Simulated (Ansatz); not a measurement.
I need a band structure of Sr2ZnWO6, space group Fm-3m. Use the Ansatz DFT code, driven from Python. Use: PBEsol, PAW, cutoff 510 eV, 4×4×4 k-points, fixed occupations.

Input file `sr2znwo6.vasp`:
```text
Sr2ZnWO6
1.0
   0.00000000    3.97800000    3.97800000
   3.97800000    0.00000000    3.97800000
   3.97800000    3.97800000    0.00000000
Sr Zn W O
2 1 1 6
Direct
   0.25000000    0.25000000    0.25000000
   0.75000000    0.75000000    0.75000000
   0.50000000    0.50000000    0.50000000
   0.00000000    0.00000000    0.00000000
   0.72500000    0.27500000    0.27500000
   0.27500000    0.72500000    0.27500000
   0.27500000    0.72500000    0.72500000
   0.72500000    0.27500000    0.72500000
   0.27500000    0.27500000    0.72500000
   0.72500000    0.72500000    0.27500000
```

Script `bands.py`:
```python
"""Band structure of Sr2ZnWO6."""

import ansatz as az
from ase.io import read
import numpy as np

atoms = read("sr2znwo6.vasp", format="vasp")
cell = az.Crystal.from_ase(atoms)

# vertices of the path, as fractions of the reciprocal vectors
path = [
    ("K", (0.375, 0.375, 0.75)),
    ("G", (0.0, 0.0, 0.0)),
    ("L", (0.5, 0.5, 0.5)),
    ("W", (0.5, 0.25, 0.75)),
    ("X", (0.5, 0.0, 0.5)),
]
base = (
    cell.calculation()
    .kpoints(4, 4, 4)
    .basis(510)
    .occupations("fixed")
    .functional(az.Functional.PBESOL)
    .band_structure([point for _, point in path], intervals=4)
    .scf(extra_bands=10)
)
session = base.session()
planned = session.plan(threads=1)
result = planned.execute()
rep = result.report

n_atoms = len(rep["lattice"]["sites"])
print("F =", round(rep["free_energy_ev"], 4), "eV for", n_atoms, "atoms")
print("E(sigma -> 0) =", round(rep["energy_sigma0_ev"], 4), "eV, TS =", round(rep["entropy_ts_ev"], 5), "eV")
print("closed by", rep["closed_by"], "after", rep["n_iterations"], "iterations")

bands = result.band_structure()
fermi = bands.fermi_energy_ev
print(f"zero of the bands: {fermi:.3f} eV, the Fermi level found on the SCF mesh")
for spin, channel in enumerate(bands.channels):
    print("channel", spin, "- computed levels within 4 eV of the Fermi level")
    for i, (label, _) in enumerate(path):
        levels = channel.eigenvalues_ev[i * 4] - fermi
        print(f"  {label:3s}", " ".join(f"{e:7.3f}" for e in levels if abs(e) < 4))
```

```console
$ python bands.py
F = -23889.1684 eV for 10 atoms
E(sigma -> 0) = -23889.1684 eV, TS = 0.0 eV
closed by deck_thresholds after 9 iterations
zero of the bands: 10.885 eV, the Fermi level found on the SCF mesh
channel 0 - computed levels within 4 eV of the Fermi level
  K    -3.886  -3.067  -3.034  -2.848  -2.785  -2.690  -2.665  -2.297  -2.256  -1.551  -1.415  -0.806   0.270   0.838   0.880   2.955
  G    -3.709  -3.709  -3.709  -2.457  -2.457  -2.457  -1.914  -1.914  -1.914  -1.816  -1.816  -1.259  -1.259  -1.259   0.114   0.114   0.114   3.357   3.867   3.867
  L    -3.053  -2.724  -2.724  -2.486  -2.486  -2.121  -2.098  -2.098  -1.658   0.000   0.000   0.242   0.380   0.380   3.454   3.454
  W    -3.884  -3.159  -3.159  -2.930  -2.848  -2.529  -2.529  -2.384  -1.881  -1.881  -1.717  -0.761   0.540   0.540   0.995   3.253   3.704
  X    -3.893  -3.893  -3.521  -3.190  -2.880  -2.880  -2.353  -2.353  -2.298  -2.298  -1.826  -1.691  -1.337   0.166   0.996   0.996   2.566
```

What to keep in mind:
- Total energies depend on the potentials; only differences at equal settings carry meaning. A total without «per atom» is that of the cell as typed.
- Spin is left out of this run.
- The computed bands are complete only to about 5.0 eV above the Fermi level.
- With fixed filling the reported Fermi level is the top filled level among the k-points of the SCF.
- The starting cell is as deposited in a crystallographic database; the results hold for this polymorph, which needn't be the stable one.
- Levels are Kohn-Sham eigenvalues on this mesh, without spin-orbit coupling.
- The whole script took 7.8 s on 1 thread of Arm Neoverse V2 (shared host), peak memory 0.54 GiB.
